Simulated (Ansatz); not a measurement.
Hf2Pd2Se2Br2O3:

```
CELL_PARAMETERS angstrom
-1.89227 2.67212 12.28423
1.89227 -2.67212 12.28423
1.89227 2.67212 -12.28423
ATOMIC_POSITIONS crystal
Hf 0.92095 0.92095 0.00000
Hf 0.07905 0.07905 0.00000
Pd 0.68332 0.68332 0.00000
Pd 0.31668 0.31668 0.00000
Se 0.61777 0.11777 0.50000
Se 0.38223 0.88223 0.50000
Br 0.78660 0.78660 0.00000
Br 0.21340 0.21340 0.00000
O 0.90121 0.40121 0.50000
O 0.09879 0.59879 0.50000
O 0.00000 0.00000 0.00000
```

The cell was built by a generator and needn't be a form met in nature.

| Item | Value |
| --- | --- |
| Program | Ansatz 0.2.0 |
| Task | single point |
| Functional | PBE |
| Potentials or basis | Ansatz PAW |
| Cutoff | 420 eV (not typed: the program's choice for these potentials) |
| k mesh | 9 × 9 × 9 |
| Occupations | fermi-dirac, width 0.05 eV |
| Spin | no spin polarisation |

On this cell: pressure 0.0 GPa; largest force 0.009 eV/Å; band gap on the k mesh none (metal or under the smearing width).

The same run follows on a disturbed copy (atoms moved at random, drawn with an rms of 0.05 Å):

```
Hf Pd Se Br O
1.0
    -1.89227    2.67212   12.28423
     1.89227   -2.67212   12.28423
     1.89227    2.67212  -12.28423
Hf Pd Se Br O
2 2 2 2 3
Direct
  0.92270 0.91420 0.99790
  0.07347 0.07071 0.98803
  0.67407 0.68274 0.99174
  0.31460 0.31752 0.99806
  0.60938 0.12194 0.49450
  0.38231 0.89378 0.51375
  0.78550 0.78276 0.99430
  0.20456 0.22051 0.99895
  0.90863 0.39734 0.49957
  0.10182 0.59527 0.50184
  0.00572 0.99674 0.00313
```

Question: What does the disturbed cell give?

Answer: The energy (extrapolated to zero smearing) moves by +5.0 meV/atom; pressure 0.6 GPa; largest force 0.852 eV/Å; band gap on the k mesh none (metal or under the smearing width).

Forces on the atoms (eV/Å):
```
Hf  -0.015 -0.040  0.851
Hf   0.389 -0.080  0.102
Pd   0.050  0.030  0.250
Pd   0.251  0.004 -0.296
Se  -0.106  0.169 -0.275
Se  -0.328  0.058  0.249
Br   0.011 -0.028  0.021
Br  -0.006  0.036  0.046
O    0.116 -0.019 -0.439
O   -0.320 -0.066  0.097
O   -0.042 -0.062 -0.605
```

Stress tensor (GPa, compression positive):
```
 1.77 -0.02 -0.24
-0.02 -0.11  0.01
-0.24  0.01  0.07
```
